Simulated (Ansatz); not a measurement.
# Al3Ga2As5: what a guessed cell relaxes into

The task: take a trial cell of Al3Ga2As5 to zero force and stress.

Computed with Ansatz 0.2.0 (DFT PBE, scalar-relativistic, plane waves, PAW, unless a step's input says otherwise).

### Step 1. Starting point

Symmetry: I-4m2, No. 119, tetragonal system. Conventional cell: a = 3.860 Å, b = 3.860 Å, c = 27.293 Å, α = 90.00°, β = 90.00°, γ = 90.00°. Around Al (site symmetry -4m2) lie 4 As at 2.36 Å. Al (site symmetry 2mm) has 4 As at 2.36 Å in its first shell of neighbours. Ga (site symmetry 2mm) has 4 As at 2.36 Å in its first shell of neighbours. As (site symmetry 2mm) has 2 Ga at 2.36 Å and 2 Al at 2.36 Å in its first shell of neighbours. As (site symmetry 2mm) is surrounded by 2 Al at 2.36 Å and 2 Ga at 2.36 Å. Around As (site symmetry -4m2) lie 4 Al at 2.36 Å.

Coordinates:

```cif
data_structure
_symmetry_space_group_name_H-M 'I-4m2'
_symmetry_Int_Tables_number 119
_cell_length_a 3.8598
_cell_length_b 3.8598
_cell_length_c 27.2930
_cell_angle_alpha 90.000
_cell_angle_beta 90.000
_cell_angle_gamma 90.000
_cell_volume 406.62
loop_
_atom_site_label
_atom_site_type_symbol
_atom_site_symmetry_multiplicity
_atom_site_Wyckoff_symbol
_atom_site_fract_x
_atom_site_fract_y
_atom_site_fract_z
_atom_site_occupancy
Al1 Al 2 b 0.50000 0.50000 0.00000 1
Al2 Al 4 e 0.50000 0.50000 0.20000 1
Ga1 Ga 4 e 0.50000 0.50000 0.40000 1
As1 As 4 f 0.00000 0.50000 0.05000 1
As2 As 4 f 0.50000 0.00000 0.15000 1
As3 As 2 c 0.00000 0.50000 0.25000 1
```

The start is an ordering of an alloy on its end members' structure types: elements ordered on the sites of the GaAs type, Al/Ga on Ga (I-4m2, No. 119).

### Step 2. Probe: one point on a coarse mesh

Contents of input.yaml:

```yaml
crystal:
  lattice:
    - [-1.92990834, 1.92990834, 13.64651273]
    - [1.92990834, -1.92990834, 13.64651273]
    - [1.92990834, 1.92990834, -13.64651273]
  atoms:
    - { symbol: Al, position: [0.5, 0.5, 0.0] }
    - { symbol: Al, position: [0.7, 0.7, 0.0] }
    - { symbol: Al, position: [0.3, 0.3, 0.0] }
    - { symbol: Ga, position: [0.9, 0.9, 0.0] }
    - { symbol: Ga, position: [0.1, 0.1, 0.0] }
    - { symbol: As, position: [0.55, 0.05, 0.5] }
    - { symbol: As, position: [0.15, 0.65, 0.5] }
    - { symbol: As, position: [0.75, 0.25, 0.5] }
    - { symbol: As, position: [0.35, 0.85, 0.5] }
    - { symbol: As, position: [0.95, 0.45, 0.5] }
basis:
  ecutwfc: 420
kpoints:
  mp_grid: { grid: [6, 6, 6] }
hamiltonian:
  xc: pbe
scf:
  occupations: { method: gaussian, width: 0.1 }
  lower_state_search: "off"
output:
  forces: true
  stress: true
  eigenvalues: true
```

Started as:

```bash
$ ansatz run input.yaml --threads 4 --pin off --max-ram 8192MiB --backend cpu --events-out ev --progress --plain --runs-dir out
```

The session goes on with these runs: a loose first relaxation; relaxation on the finer mesh.

Q: Predict the outcome of this session. Wanted: conventional cell; volume; energy over the elements; gap on the mesh.

**Answer**, as computed:

| quantity | value |
| --- | --- |
| symmetry at the end (tolerance 0.02 Å) | space group I-4m2 (No. 119) |
| conventional cell | a = 4.056 Å, b = 4.056 Å, c = 28.670 Å, α = 90.00°, β = 90.00°, γ = 90.00° |
| volume | 23.59 Å³/atom |
| energy over the elements | -0.43 eV/atom |
| gap on the mesh | 1.00 eV |

What this shows: The space group I-4m2 (No. 119) is kept, and the volume per atom grows by 16.0 % from the first guess. A negative formation energy is needed for stability but isn't enough; other structures and compounds were not set against it here. No finished test with a distortion of lower symmetry is shown, so the end may be a saddle point.
